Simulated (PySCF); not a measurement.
# C4H12Si: the cost of one run

Programs: PySCF 2.14.0, with routines of our own; each step states its level. All values are computed. Atoms count from 0.

### 1 The system as given

17 atoms, charge 0, multiplicity 1; geometry from: GFN2-xTB.

### 2 Optimising the geometry at PBE0-D3(BJ)/def2-SVP

What the job is given:

```
{"job": {"xc": "PBE0", "basis": "def2-SVP", "d3": "d3bj", "grid": 1, "maxiter": 30, "shake": 0.01, "kind": "geom"}, "charge": 0, "multiplicity": 1}
C     -0.386160    -1.238980    -1.415200
Si    -0.006850    -0.005200    -0.003910
C     -0.012070     1.783230    -0.684010
C     -1.286560    -0.152670     1.366730
C      1.713280    -0.422220     0.711010
H     -1.383580    -0.998740    -1.855540
H     -0.409150    -2.243640    -1.070010
H      0.342490    -1.142510    -2.222390
H      0.240630     2.507270     0.125740
H     -0.960820     2.055470    -1.079160
H      0.737630     1.904750    -1.453270
H     -2.306250     0.076230     1.000840
H     -1.379230    -1.150260     1.769490
H     -1.133670     0.528590     2.198680
H      1.741830    -1.437120     1.117350
H      2.492600    -0.322710    -0.025320
H      1.979390     0.270340     1.529150
```

Command:

```
> OMP_NUM_THREADS=1 python heavy_run.py task.json out
```

One launch serves the whole session: the jobs run in the order shown.

**Question.** How long does this first job take on 1 thread of Arm Neoverse V1, shared host, and how much memory does it need?

About 79 s, with a peak of 0.59 GiB.
